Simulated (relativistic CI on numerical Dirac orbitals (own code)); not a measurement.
**Ir⁺: one ion under different settings**

Aim: see what numerical and physical settings do to the SCF, the total energy and the lowest levels of Ir⁺.

Method: Dirac-Coulomb-Breit CI, KLI orbitals optimised for each configuration, model QED (radiative potential, 1s self-energy scaled to tabulated hydrogen-like ionisation energies), numerical settings as typed. Code: relativistic CI on numerical Dirac orbitals (own code) version 3.

## Step 1: What is computed

| Quantity | Value |
| --- | --- |
| ion | Ir⁺ (Ir II) |
| nuclear charge | 77 |
| electrons | 76 |
| isotope | A = 193 |

## Step 2: Usual settings

The run's settings:

```ini
atom Ir  Z=77  charge=1  electrons=76
nucleus A=193  rms_radius_fm=5.4032
hamiltonian dirac-coulomb  breit=on  qed=on  c_scale=1
orbitals kli  potential=per-configuration
slater_scale 1
correlation none
mixing on
grid step=0.0125 r_max=129.7
scf mixing=0.4 start=green max_iterations=150 tolerance=2e-08 node_fill=0.05
configurations
  [Xe] 4f14 5d7 6s
  [Xe] 4f14 5d8
  [Xe] 4f14 5d6 6s2
  [Xe] 4f14 5d7 6p
  [Xe] 4f14 5d7 6d
end
```

Started as:

```
> python run_levels.py task.json out
```

The settings of every run stand in task.json; they run in order.

## Step 3: Slater scale 0.5, iteration limit 20

The settings differ from step 2 so:

```diff
@@ -4,3 +4,3 @@
 orbitals kli  potential=per-configuration
-slater_scale 1
+slater_scale 0.5
 correlation none
@@ -8,3 +8,3 @@
 grid step=0.0125 r_max=129.7
-scf mixing=0.4 start=green max_iterations=150 tolerance=2e-08 node_fill=0.05
+scf mixing=0.4 start=green max_iterations=20 tolerance=2e-08 node_fill=0.05
 configurations
```

## Step 4: Node fill 0.5

The settings differ from step 3 so:

```diff
@@ -4,3 +4,3 @@
 orbitals kli  potential=per-configuration
-slater_scale 0.5
+slater_scale 1
 correlation none
@@ -8,3 +8,3 @@
 grid step=0.0125 r_max=129.7
-scf mixing=0.4 start=green max_iterations=20 tolerance=2e-08 node_fill=0.05
+scf mixing=0.4 start=green max_iterations=150 tolerance=2e-08 node_fill=0.5
 configurations
```

## Step 5: Tolerance 1e-10, QED terms off, potential mixing 0.05

The run's settings:

```ini
atom Ir  Z=77  charge=1  electrons=76
nucleus A=193  rms_radius_fm=5.4032
hamiltonian dirac-coulomb  breit=on  qed=off  c_scale=1
orbitals kli  potential=per-configuration
slater_scale 1
correlation none
mixing on
grid step=0.0125 r_max=129.7
scf mixing=0.05 start=green max_iterations=150 tolerance=1e-10 node_fill=0.05
configurations
  [Xe] 4f14 5d7 6s
  [Xe] 4f14 5d8
  [Xe] 4f14 5d6 6s2
  [Xe] 4f14 5d7 6p
  [Xe] 4f14 5d7 6d
end
```

## Step 6: Grid step 0.08

The run's settings:

```ini
atom Ir  Z=77  charge=1  electrons=76
nucleus A=193  rms_radius_fm=5.4032
hamiltonian dirac-coulomb  breit=on  qed=on  c_scale=1
orbitals kli  potential=per-configuration
slater_scale 1
correlation none
mixing on
grid step=0.08 r_max=129.7
scf mixing=0.4 start=green max_iterations=86 tolerance=2e-08 node_fill=0.05
configurations
  [Xe] 4f14 5d7 6s
  [Xe] 4f14 5d8
  [Xe] 4f14 5d6 6s2
  [Xe] 4f14 5d7 6p
  [Xe] 4f14 5d7 6d
end
```

## Step 7: Tolerance 0.05

The settings differ from step 6 so:

```diff
@@ -7,4 +7,4 @@
 mixing on
-grid step=0.08 r_max=129.7
-scf mixing=0.4 start=green max_iterations=86 tolerance=2e-08 node_fill=0.05
+grid step=0.0125 r_max=129.7
+scf mixing=0.4 start=green max_iterations=97 tolerance=0.05 node_fill=0.05
 configurations
```

(Steps that only read results are left out.)

Before running it: what results should come out? Wanted: lowest level, usual settings; total energy; first excitation.

**Answer**, as computed:

| setting | total energy less usual (Ha) | largest shift of a level among the lowest eight of both runs, same label and place (cm⁻¹) | SCF iterations | time | lowest level | kind of change |
| --- | --- | --- | --- | --- | --- | --- |
| usual | 0 | 0 | 60 | 0.52 s | 5d7 6s 5F5 | - |
| Slater scale 0.5, iteration limit 20 | 0.0448 | 4900 | 60 | 0.55 s | 5d8 3F4 | model term |
| node fill 0.5 | 0.0779 | 2240 | 65 | 0.57 s | 5d7 6s 5F5 | numerical |
| tolerance 1e-10, QED terms off, potential mixing 0.05 | -13.5 | 174 | 137 | 0.81 s | 5d7 6s 5F5 | model term |
| grid step 0.08 | 0.00657 | 10.5 | 62 | 0.23 s | 5d7 6s 5F5 | unsound |
| tolerance 0.05 | 0.00312 | 165 | 25 | 0.54 s | 5d7 6s 5F5 | unsound |

| quantity | value |
| --- | --- |
| lowest level, usual settings | 5d7 6s 5F5 |
| total energy | -17813.2950 Ha |
| first excitation | 4398.3 cm⁻¹ |

The lowest level changes under «Slater scale 0.5, iteration limit 20». Among the runs whose levels can be followed, they move most under «Slater scale 0.5, iteration limit 20» (model term), by up to 4900 cm⁻¹. «Tolerance 1e-10, QED terms off, potential mixing 0.05» costs 137 SCF iterations against 60. Only the listed configurations are in the model. Near neutrality, missing correlation can shift configurations against each other by thousands of cm⁻¹.
